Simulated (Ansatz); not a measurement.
# Si2Ni: the cost of one run

Method: DFT PBE, scalar-relativistic, plane waves, PAW, in Ansatz 0.2.0.

### Step 1. Starting point

It takes space group Fm-3m (No. 225, cubic). The conventional cell has a = 5.386 Å, b = 5.386 Å, c = 5.386 Å, α = 90.00°, β = 90.00°, γ = 90.00°. Si (site symmetry -43m) is surrounded by 4 Ni at 2.33 Å. Ni (site symmetry m-3m) is surrounded by 8 Si at 2.33 Å.

Structure file:

```xyz
3
Lattice="0.0000 2.6932 2.6932 2.6932 0.0000 2.6932 2.6932 2.6932 0.0000" Properties=species:S:1:pos:R:3 pbc="T T T"
Si    1.3466    1.3466    1.3466
Si    4.0397    4.0397    4.0397
Ni    0.0000    0.0000    0.0000
```

The structure comes from the Materials Project (structure only).

(A quick probe on a coarse mesh, which set the mesh and smearing, is not shown.)

### Step 3. Relaxing cell and atoms

Input file input.yaml:

```yaml
crystal:
  lattice:
    - [0.0, 2.69315504, 2.69315504]
    - [2.69315504, 0.0, 2.69315504]
    - [2.69315504, 2.69315504, 0.0]
  atoms:
    - { symbol: Si, position: [0.25, 0.25, 0.25] }
    - { symbol: Si, position: [0.75, 0.75, 0.75] }
    - { symbol: Ni, position: [0.0, 0.0, 0.0] }
basis:
  ecutwfc: 420
kpoints:
  mp_grid: { grid: [14, 14, 14] }
hamiltonian:
  xc: pbe
scf:
  occupations: { method: gaussian, width: 0.1 }
output:
  forces: true
  stress: true
  eigenvalues: true
  write_density: true
  write_potential: true
  elf: true
  volumetric_format: npy
relax:
  adjacent_minimum: "off"
  f_tol: 0.005
  max_steps: 80
  cell: { stress_tol: 0.05 }
```

Command:

```sh
> ansatz run input.yaml --threads 4 --pin off --max-ram 8192MiB --backend cpu --events-out ev --progress --plain --runs-dir out
```

What time and memory should one allow on 4 threads of Arm Neoverse V1, shared host?

About 7 s, with a peak of 0.4 GiB.
